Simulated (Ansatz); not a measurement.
# CH2F3Si (SMILES [CH2][Si](F)(F)F): UPBE-QIDH/def2-SVP

What is the vertical ionisation energy of CH2F3Si at UPBE-QIDH/def2-SVP? 

The results are computed with Ansatz 0.2.0.

64 further runs of the same task are left out: 64 set aside as unsound or not needed.

## (1) Starting point

CH2F3Si has 7 atoms, charge 0, and is taken as a doublet. SMILES: `[CH2][Si](F)(F)F`. The coordinates come from a PBE0-D4/def2-TZVP relaxation.

Bond lengths: C1–Si2 1.812 Å, Si2–F3 1.577 Å, Si2–F4 1.578 Å, Si2–F5 1.577 Å, C1–H6 1.084 Å, C1–H7 1.084 Å. Angles: C1–Si2–F3 111.1°, C1–Si2–F4 112.7°, C1–Si2–F5 111.2°, F3–Si2–F4 106.8°, F3–Si2–F5 108.2°, F4–Si2–F5 106.7°, Si2–C1–H6 122.2°, Si2–C1–H7 122.2°, H6–C1–H7 115.6°.

## (2) A single-point energy at UPBE-QIDH/def2-SVP

Contents of in.yaml:

```yaml
crystal:
  periodic: [false, false, false]
  atoms:
    - {symbol: C, position_ang: [-0.691800, 0.401700, 0.763500]}
    - {symbol: Si, position_ang: [0.442900, -0.260900, -0.483500]}
    - {symbol: F, position_ang: [0.009400, 0.178500, -1.934200]}
    - {symbol: F, position_ang: [0.495400, -1.838000, -0.481100]}
    - {symbol: F, position_ang: [1.916900, 0.241300, -0.236600]}
    - {symbol: H, position_ang: [-1.731100, 0.616200, 0.542200]}
    - {symbol: H, position_ang: [-0.380400, 0.593100, 1.784100]}
basis:
  gaussian:
    orbitals: def2-SVP
total_charge: 0
correlation:
  frozen_orbitals: {C: 1, F: 1, H: 0, Si: 5}
accuracy: high
magnetization:
  spin_polarized: true
  initial_magnetization: 1
output:
  orbitals: {seedname: orbitals}
hamiltonian:
  xc: {name: PBE-QIDH}
```

Run with:

```sh
$ ansatz run in.yaml --threads 1 --pin off --max-ram 3480MiB --events-out events.jsonl --progress --plain --runs-dir runs
```

The program printed:

```text
Warning: RAYON_NUM_THREADS=1 ignored (pool sized by the plan → 1); use --threads N
Functional definition: PBE-QIDH
  name "PBE-QIDH"
  parameter a = 3^(-1/3)
  parameter c = 1/3
  exchange = (1 - a)*pbe_x + a*exact_x
  correlation = (1 - c)*pbe_c + c*(mp2_os + mp2_ss)
1745 factors; integrals over basis functions are off by at most 4.0e-9 eV
mean field evaluation 1: about -17063.1055 eV, gradient 2.9e1 eV
mean field evaluation 2: about -17063.1616 eV, gradient 2.9e1 eV
mean field evaluation 4: about -17065.9816 eV, gradient 1.7e0 eV
mean field evaluation 8: about -17066.0047 eV, gradient 1.9e-1 eV
mean field evaluation 16: about -17066.0053 eV, gradient 1.8e-4 eV
mean field -17066.00532021 eV, -627.1641277639 hartree, gradient 3.7e-8 eV, S^2 0.755742; 0 other end points of the search recorded, 0 dependent functions left out
9 core orbitals not correlated: weight in the atoms' cores, before any rotation towards them, 1.000 or more for the frozen orbitals, at most 0.000 for the correlated occupied ones
reference -17066.00532108 eV, -627.1641277958 hartree; 16, 15 occupied and 59, 60 virtual orbitals, 1745 factors
second order -22.86348739 eV of doubles, -0.00000000 eV of singles
Total energy: -17073.62648354 eV, -627.4442003505 hartree
```

Run time: 11 s. Hardware: 1 thread of Arm Neoverse V2, shared host; peak memory 0.38 GiB.

## (3) The singlet cation

Contents of input.yaml:

```yaml
crystal:
  periodic: [false, false, false]
  atoms:
    - {symbol: C, position_ang: [-0.691800, 0.401700, 0.763500]}
    - {symbol: Si, position_ang: [0.442900, -0.260900, -0.483500]}
    - {symbol: F, position_ang: [0.009400, 0.178500, -1.934200]}
    - {symbol: F, position_ang: [0.495400, -1.838000, -0.481100]}
    - {symbol: F, position_ang: [1.916900, 0.241300, -0.236600]}
    - {symbol: H, position_ang: [-1.731100, 0.616200, 0.542200]}
    - {symbol: H, position_ang: [-0.380400, 0.593100, 1.784100]}
basis:
  gaussian:
    orbitals: def2-SVP
total_charge: 1
hamiltonian:
  xc: {name: PBE-QIDH}
correlation:
  frozen_orbitals: {C: 1, F: 1, H: 0, Si: 5}
accuracy: high
output: {orbitals: {seedname: orbitals}}
```

Run with:

```sh
$ ansatz run input.yaml --threads 1 --pin off --max-ram 3480MiB --events-out events.jsonl --progress --plain --runs-dir runs
```

The program printed, shortened:

```text
Warning: RAYON_NUM_THREADS=1 ignored (pool sized by the plan → 1); use --threads N
Functional definition: PBE-QIDH
  name "PBE-QIDH"
[...]
1745 factors; integrals over basis functions are off by at most 4.0e-9 eV
[...]
mean field -17055.11806300 eV, -626.7640284410 hartree, gradient 4.1e-8 eV, S^2 0.000000; 0 other end points of the search recorded, 0 dependent functions left out
9 core orbitals not correlated: weight in the atoms' cores, before any rotation towards them, 1.000 or more for the frozen orbitals, at most 0.000 for the correlated occupied ones
reference -17055.11806385 eV, -626.7640284723 hartree; 15, 15 occupied and 60, 60 virtual orbitals, 1745 factors
second order -22.63047846 eV of doubles, -0.00000000 eV of singles
Total energy: -17062.66155667 eV, -627.0412467203 hartree
```

Wall time 8.1 s (1 thread of Arm Neoverse V2, shared host); peak memory 0.26 GiB.

## (4) Results

Level: UPBE-QIDH/def2-SVP, 9 core orbitals frozen.

| quantity | value |
| --- | --- |
| doublet CH2F3Si: total energy | -627.44420 Eh |
| doublet CH2F3Si: HOMO energy (SCF part's orbitals) (highest over α and β) | -10.62 eV |
| doublet CH2F3Si: LUMO energy (SCF part's orbitals) (lowest over α and β) | -0.60 eV |
| doublet CH2F3Si: ⟨S²⟩ | 0.756 |
| singlet cation: total energy | -627.04125 Eh |
| singlet cation: HOMO energy (SCF part's orbitals) | -21.01 eV |
| singlet cation: LUMO energy (SCF part's orbitals) | -11.10 eV |
| singlet cation: HOMO–LUMO gap (SCF part's orbitals) | 9.92 eV |
| vertical ionisation energy (to the singlet cation) | 10.965 eV |

In words: Removing an electron at fixed nuclei costs 10.96 eV (253 kcal/mol). Only the singlet of the ionised species was computed; a triplet could lie lower.
